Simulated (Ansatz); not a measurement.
**C2H7GeN: one species, many methods**

One table from this session's results is given with a row withheld; the runs are named, their logs left out.

The runs use Ansatz 0.2.0, Gaussian basis; functionals in def2-TZVPP, the program's frozen cores in correlated methods.

Levels to be run: PBE-D4, r2SCAN-D4, PBE0-D4, B3LYP-D4, ωB97X-V, ωB97M-V, B2PLYP; CCSD(T)/def2-TZVPP; MP2/def2-QZVPP; extrapolation to the limit.

## Structure used throughout

All runs share one geometry, relaxed beforehand with PBE0-D4 in a triple-zeta def2 set.

SMILES `[CH3][GeH2][CH]=N`, 11 atoms, charge 0, spin multiplicity 1.

Atoms are counted from 1 here; the program's logs count them from 0.

Bond lengths: C1–Ge2 1.951 Å, C1–H5 1.091 Å, C1–H6 1.090 Å, C1–H7 1.091 Å, Ge2–C3 1.975 Å, Ge2–H8 1.541 Å, Ge2–H9 1.541 Å, C3–N4 1.266 Å, C3–H10 1.097 Å, N4–H11 1.023 Å. Angles: Ge2–C1–H5 110.7°, Ge2–C1–H6 109.9°, Ge2–C1–H7 110.7°, H5–C1–H6 108.3°, H5–C1–H7 108.9°, H6–C1–H7 108.3°, C1–Ge2–C3 108.2°, C1–Ge2–H8 111.1°, C1–Ge2–H9 111.1°, C3–Ge2–H8 109.1°, C3–Ge2–H9 109.1°, H8–Ge2–H9 108.1°, Ge2–C3–N4 125.9°, Ge2–C3–H10 118.0°, N4–C3–H10 116.1°, C3–N4–H11 111.7°.

The first run:

The input, in.yaml:

```yaml
crystal:
  periodic: [false, false, false]
  atoms:
    - {symbol: C, position_ang: [-1.293707, 0.743681, -0.264380]}
    - {symbol: Ge, position_ang: [0.216824, 0.292341, 0.884764]}
    - {symbol: C, position_ang: [1.375719, -0.976936, -0.088430]}
    - {symbol: N, position_ang: [1.170906, -1.424159, -1.254766]}
    - {symbol: H, position_ang: [-0.948834, 1.213107, -1.187090]}
    - {symbol: H, position_ang: [-1.955337, 1.442576, 0.248355]}
    - {symbol: H, position_ang: [-1.867883, -0.149883, -0.514564]}
    - {symbol: H, position_ang: [1.034501, 1.547741, 1.245968]}
    - {symbol: H, position_ang: [-0.259338, -0.362521, 2.196083]}
    - {symbol: H, position_ang: [2.282131, -1.336092, 0.413376]}
    - {symbol: H, position_ang: [0.310318, -1.046656, -1.658517]}
basis:
  gaussian: {orbitals: def2-TZVPP}
hamiltonian: {xc: pbe, dispersion: d4}
output: {forces: true, orbitals: {seedname: orbitals}}
```

The run is started by

```
$ ansatz run in.yaml --threads 4 --pin off --events-out ev --progress --plain --max-ram 10444MiB
```

Among the steps run: PBE-D4 (GGA); r2SCAN-D4 (meta-GGA); PBE0-D4 (hybrid); B3LYP-D4 (hybrid); ωB97X-V (range-separated); ωB97M-V (range-separated); B2PLYP (double hybrid); CCSD(T) in def2-TZVPP; MP2 in def2-QZVPP.

One of the session's tables, all rows but one given; the rest of the session is left out.

```
            method  atomisation energy (kcal/mol)
            PBE-D4                          935.5
         r2SCAN-D4                          918.6
           PBE0-D4                          919.2
          B3LYP-D4                          920.5
           ωB97X-V                          922.9
           ωB97M-V                          919.4
            B2PLYP                          910.3
     HF/def2-TZVPP                          655.1
    MP2/def2-TZVPP                          904.2
   CCSD/def2-TZVPP                          886.0
CCSD(T)/def2-TZVPP                              ?
           MP2/CBS                          925.0
       CCSD(T)/CBS                          920.6
```

Q: Estimate the row for CCSD(T)/def2-TZVPP from the others.

**Answer.** atomisation energy (kcal/mol): 899.8. In the column «atomisation energy (kcal/mol)» it lies between CCSD/def2-TZVPP (886.0) and MP2/def2-TZVPP (904.2).

Limits of these values: Free atoms (2 C, 1 Ge, 1 N, 7 H) were run apart at each level; the atomisation energy is their sum less the molecule, without zero-point or spin-orbit terms.
